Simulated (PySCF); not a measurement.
# Solver options tried on BiN2⁻

The same problem is solved with other solver options, one edit a run.

The runs use PySCF 2.14.0; each script names its method and basis.

2 further runs of the same task are left out: 2 that didn't finish.

### 1 The system as given

BiN2⁻: 3 atoms, charge -1, spin multiplicity 1.

Bond lengths: Bi1–N2 1.931 Å, Bi1–N3 1.931 Å. Angles: N2–Bi1–N3 180.0°.

### 2 Base script

The input, input.py:

```python
from pyscf import gto, dft

mol = gto.M(
    atom='Bi 0 0 0; N 0 0 1.9312; N 0 0 -1.9312',
    basis='crenbl',
    ecp={'Bi': 'crenbl', 'N': 'crenbl'},
    charge=-1,
    spin=0,
    symmetry=True,
    verbose=4,
)
mf = dft.RKS(mol, xc='pbe0')
mf.kernel()
g = mf.nuc_grad_method()
g.grid_response = True
g.kernel()
mf.dip_moment()
print('orbital energies (hartree):', mf.mo_energy[..., max(0, mol.nelec[1]-3):mol.nelec[0]+3].round(4))
```

The run is started by

```console
$ OMP_NUM_THREADS=1 python input.py
```

Its log is not repeated here.

In short: E(SCF) = -91.492700 Eh, 9 cycles.

The dipole of an ion depends on the origin.

### 3 Point-group symmetry off

Variant 1 changes point-group symmetry: on → off.

The input, input.py:

```python
from pyscf import gto, dft

mol = gto.M(
    atom='Bi 0 0 0; N 0 0 1.9312; N 0 0 -1.9312',
    basis='crenbl',
    ecp={'Bi': 'crenbl', 'N': 'crenbl'},
    charge=-1,
    spin=0,
    verbose=4,
)
mf = dft.RKS(mol, xc='pbe0')
mf.kernel()
g = mf.nuc_grad_method()
g.grid_response = True
g.kernel()
mf.dip_moment()
print('orbital energies (hartree):', mf.mo_energy[..., max(0, mol.nelec[1]-3):mol.nelec[0]+3].round(4))
```

The run is started by

```console
$ OMP_NUM_THREADS=1 python input.py
```

### 4 Damping 0.8

Variant 2 changes damping: none → 0.8.

input.py, as its differences from that of step 2:

```diff
@@ -12,2 +12,4 @@
 mf = dft.RKS(mol, xc='pbe0')
+mf.damp = 0.8
+mf.diis_start_cycle = 8
 mf.kernel()
```

### 5 Damping 0.95

Variant 3 changes damping: none → 0.95.

input.py, as its differences from that of step 2:

```diff
@@ -12,2 +12,4 @@
 mf = dft.RKS(mol, xc='pbe0')
+mf.damp = 0.95
+mf.diis_start_cycle = 8
 mf.kernel()
```

### 6 Cycle limit 200

Variant 4 changes cycle limit: 50 → 200.

input.py, as its differences from that of step 2:

```diff
@@ -12,2 +12,3 @@
 mf = dft.RKS(mol, xc='pbe0')
+mf.max_cycle = 200
 mf.kernel()
```

Before running it: what results should come out? Wanted: for each run, E(SCF); from base; gap.

**Answer**, as computed:

```
                     run  E(SCF) (hartree)  from base (eV)  cycles  gap (eV)
                    base        -91.492700               0       9      4.16
point-group symmetry off        -91.492700          0.0000       9      4.16
             damping 0.8        -91.492700          0.0000      14      4.16
            damping 0.95        -91.492700          0.0000      15      4.16
         cycle limit 200        -91.492700          0.0000       9      4.16
```

Distance from each run's final energy (log10 hartree) by cycle:

```
                     run  cycle 1  cycle 2  cycle 3  cycle 5  cycle 8  cycle 12
                    base      0.0      0.2     -0.4     -4.2    -10.1      done
point-group symmetry off      0.0      0.2     -0.4     -4.2    -10.1      done
             damping 0.8      0.0     -0.5     -0.8     -1.5     -2.5      -8.0
            damping 0.95      0.0     -0.1     -0.2     -0.4     -0.8      -4.6
         cycle limit 200      0.0      0.2     -0.4     -4.2    -10.1      done
```

In words: The SCF energy stays the same, to the digits that matter, with point-group symmetry off or damping 0.8 or damping 0.95 or cycle limit 200. The base needs 9 cycles and the run with damping 0.95 needs 15.
